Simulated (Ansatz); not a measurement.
Runs of Ansatz 0.2.0 on TaWC2. The structure is trigonal, space group R-3m (No. 166). The conventional cell has a = 3.144 Å, b = 3.144 Å, c = 15.305 Å, α = 90.00°, β = 90.00°, γ = 120.00°. W (site symmetry -3m) has 6 C at 2.21 Å as nearest neighbours. Ta (site symmetry -3m) is surrounded by 6 C at 2.23 Å. C (site symmetry 3m) has 3 W at 2.21 Å and 3 Ta at 2.23 Å as nearest neighbours. The cell comes from a database or a generator and needn't be the stable form of this composition.

```tsv
level	U	hubbard projectors	double counting	gap on the mesh (eV)	pressure (GPa)	relaxed volume (Å³/atom)
PBEsol+U	Ta d U = 1 eV, W d U = 1 eV	ortho-atomic (the default)	fll (the default)	none	0.0	(a)
PBEsol+U	Ta d U = 4 eV, W d U = 4 eV	ortho-atomic (the default)	fll (the default)	none	0.0	10.64
PBEsol+U	Ta d U = 6 eV, W d U = 6 eV	ortho-atomic (the default)	fll (the default)	none	0.0	10.69
PBEsol+U	Ta d U = 2 eV, W d U = 2 eV	ortho-atomic (the default)	fll (the default)	none	0.0	10.61
PBEsol	-	-	-	none	0.0	(b)
PBEsol+U	Ta d U = 5 eV, W d U = 5 eV	ortho-atomic (the default)	fll (the default)	none	0.0	10.66
PBEsol+U	Ta d U = 3 eV, W d U = 3 eV	ortho-atomic (the default)	fll (the default)	none	0.0	(c)
PBEsol+U	Ta d U = 8 eV, W d U = 8 eV	ortho-atomic (the default)	fll (the default)	none	0.0	10.82
```

Alike in all rows: task relaxation of cell and atoms; potentials or basis Ansatz PAW; no spin polarisation; cell relaxed; k mesh 10 × 10 × 10; cutoff (eV) 420; smearing fermi-dirac 0.05 eV.

**Question.** Fill in the values left out.

**Answer.** (a) 10.59; (b) 10.58; (c) 10.62.

Caveats: the plane-wave basis is chosen anew once the cell has moved, so the energies of steps on either side of that aren't comparable; the PAW data sets come from PBE, with cores solved anew for the run's functional, which leaves a small shift of forces and pressure; U without spin polarisation on a metal has little footing (some runs); the U is typed as a test and isn't derived for this compound (some runs).

A k mesh can miss the band edges, and the runs leave out spin-orbit coupling on Ta, W.

A gap of «none» marks a metal or a gap under the smearing width.
